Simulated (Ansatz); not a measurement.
**CuPt: structure and electronic properties**

The task here is to estimate one member of a computed series from the others.

Method: DFT r2SCAN, scalar-relativistic, plane waves, PAW, in Ansatz 0.2.0.

## The system as given

It takes space group R-3m (No. 166, trigonal). The conventional cell has a = 2.725 Å, b = 2.725 Å, c = 12.733 Å, α = 90.00°, β = 90.00°, γ = 120.00°. Cu (site symmetry -3m) has 6 Pt at 2.64 Å and 6 Cu at 2.72 Å as nearest neighbours. Pt (site symmetry -3m) has 6 Cu at 2.64 Å and 6 Pt at 2.72 Å as nearest neighbours.

Coordinates:

```
CELL_PARAMETERS angstrom
1.36230 0.78652 4.24445
-1.36230 0.78652 4.24445
0.00000 -1.57305 4.24445
ATOMIC_POSITIONS crystal
Cu 0.00000 0.00000 0.00000
Pt 0.50000 0.50000 0.50000
```

The structure comes from the Materials Project (structure only).

The first run:

(A quick probe on a coarse mesh, which set the mesh and smearing, is not shown.)

Input file input.yaml:

```yaml
crystal:
  lattice:
    - [1.3622969706, 0.7865225227, 4.24445499]
    - [-1.3622969706, 0.7865225227, 4.24445499]
    - [0.0, -1.5730450453, 4.24445499]
  atoms:
    - { symbol: Cu, position: [0.0, 0.0, 0.0] }
    - { symbol: Pt, position: [0.5, 0.5, 0.5] }
basis:
  ecutwfc: 500
kpoints:
  mp_grid: { grid: [18, 18, 18] }
hamiltonian:
  xc: r2scan
scf:
  occupations: { method: gaussian, width: 0.1 }
output:
  forces: true
  stress: true
  eigenvalues: true
relax:
  adjacent_minimum: "off"
  f_tol: 0.005
  max_steps: 80
  cell: { stress_tol: 0.05 }
```

Run with:

```bash
ansatz run input.yaml --threads 1 --pin off --max-ram 2560MiB --backend cpu --events-out ev --progress --plain --runs-dir out
```

Steps of the session up to this table: Relaxing cell and atoms; Bands, states and charges; Volume × 0.97; The cell scaled to 1.03 of its volume; Volume × 0.94; Volume × 1.06.

One of the session's tables, all rows but one given; the rest of the session is left out.

It belongs to the step «Equation of state». 

```
volume (Å³/atom)  energy above the lowest point (meV/atom)  pressure (GPa)
          12.800                                      37.7           15.79
          13.209                                         ?               ?
          13.617                                       0.0            0.00
          14.026                                       7.8           -5.94
          14.434                                      29.4          -10.84
```

Q: Estimate the row for volume (Å³/atom) = 13.209 from the others.

Worked estimate for «energy above the lowest point (meV/atom)». A straight line through the neighbours (12.800, 37.7) and (13.617, 0.0) gives 37.7 + (0.0 − 37.7) × (13.209 − 12.800) / (13.617 − 12.800) = 18.8; a parabola fitted to 3 rows on both sides gives 10.0.

As computed: energy above the lowest point (meV/atom): 8.8; pressure (GPa): 7.16. In «energy above the lowest point (meV/atom)» the line misses by +10.0 and the parabola by +1.2.
